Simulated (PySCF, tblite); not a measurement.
# C3H12O2Si3: geometry, infrared bands and NMR shifts

Aim: predict the infrared bands and NMR shifts of C3H12O2Si3 (`CO[SiH2]C([SiH3])([SiH3])C=O`).

Computed with tblite 0.8.0 and PySCF 2.14.0, with density-fitted response routines of our own, on a single molecule in the gas phase. Atoms are numbered from 0 throughout.

**1. The molecule as given**

20 atoms, charge 0, multiplicity 1; geometry from: force field or distance geometry start.

Bonds of the start (Å): C0–O1 1.41, O1–Si2 1.70, Si2–C3 1.85, C3–Si4 1.88, C3–Si5 1.87, C3–C6 1.49, C6–O7 1.23, C0–H8 1.11, C0–H9 1.08, C0–H10 1.13, Si2–H11 1.48, Si2–H12 1.48, Si4–H13 1.45, Si4–H14 1.49, Si4–H15 1.48, Si5–H16 1.48, Si5–H17 1.46, Si5–H18 1.49, C6–H19 1.09.

**2. Optimising the geometry with GFN2-xTB**

The job: settings as JSON, then the geometry in Å.

```
{"job": {"kind": "relax", "xc": "GFN2-xTB", "basis": "xTB"}, "charge": 0, "multiplicity": 1}
C      3.158500    -0.561100    -0.210000
O      1.937800    -0.507800     0.492800
Si     0.870800     0.316900    -0.544200
C     -0.919900     0.015300    -0.212400
Si    -1.651700     1.658000     0.338300
Si    -1.246900    -1.282800     1.087700
C     -1.594400    -0.307000    -1.500800
O     -0.952500    -0.325100    -2.555000
H      3.057300    -1.246400    -1.072900
H      4.006700    -0.743800     0.439200
H      3.306500     0.460100    -0.665800
H      1.232000    -0.118600    -1.913500
H      1.145700     1.754800    -0.339100
H     -1.456800     1.914800     1.755300
H     -0.901300     2.699800    -0.423800
H     -3.077800     1.624600    -0.045900
H     -2.687600    -1.173100     1.428600
H     -1.029900    -2.654600     0.637900
H     -0.541000    -0.990000     2.365100
H     -2.660500    -0.523100    -1.474300
```

Command:

```
$ OMP_NUM_THREADS=1 python probes_run.py task.json out
```

One launch serves the whole session: the jobs run in the order shown.

**Question.** This job is followed by: GFN2-xTB harmonic vibrations, gas phase; GIAO PBE0/pcSseg-1 NMR shielding, non-relativistic, gas phase. Predict these results of the whole session: strongest single infrared mode (GFN2-xTB); zero-point energy (GFN2-xTB); 13C shifts against TMS (PBE0/pcSseg-1); 1H shifts against TMS (PBE0/pcSseg-1, means over atoms taken as alike); 17O shifts against H2O (PBE0/pcSseg-1); 29Si shifts against TMS (PBE0/pcSseg-1, means over atoms taken as alike); surface potential, 1st and 99th percentile.

As calculated:

```
                                                                quantity                       value
                               strongest single infrared mode (GFN2-xTB)       2233 cm⁻¹, 641 km/mol
                                            zero-point energy (GFN2-xTB)               82.5 kcal/mol
                                  13C shifts against TMS (PBE0/pcSseg-1)       210.1, 54.0, 30.6 ppm
  1H shifts against TMS (PBE0/pcSseg-1, means over atoms taken as alike)  9.53, 5.12, 4.15, 3.71 ppm
                                  17O shifts against H2O (PBE0/pcSseg-1)              654.4, 8.2 ppm
29Si shifts against TMS (PBE0/pcSseg-1, means over atoms taken as alike)            -18.6, -70.4 ppm
                                   surface potential, 1st and 99th percentile          -1.51 V and 1.30 V
```

Over 233 steps the energy fell by 1.039 eV; of the close pairs, O1–Si2 changed most, 1.701 to 1.630 Å. No mode is imaginary among the 54: a minimum at this level. GFN2-xTB is a fitted tight-binding method: band positions and strengths are rough. Its intensities can rank the bands wrongly. The most deshielded carbon is C6 (aldehyde carbonyl carbon), at 210.1 ppm: low-lying n→π* states of the double bond to the heteroatom give a large paramagnetic term (-274 ppm). H19 (hydrogen on an aldehyde carbonyl carbon) lies farthest downfield among hydrogen, at 9.53 ppm; the formyl region, downfield of aromatic protons. At PBE0/pcSseg-1: The largest span, 1146 ppm, is at O7, where the paramagnetic term is -722 ppm. By nearest atom (PBE0/pcSseg-1), the HOMO sits on O7 59 %; H19 12 % and the LUMO on C6 35 %; O7 27 %.
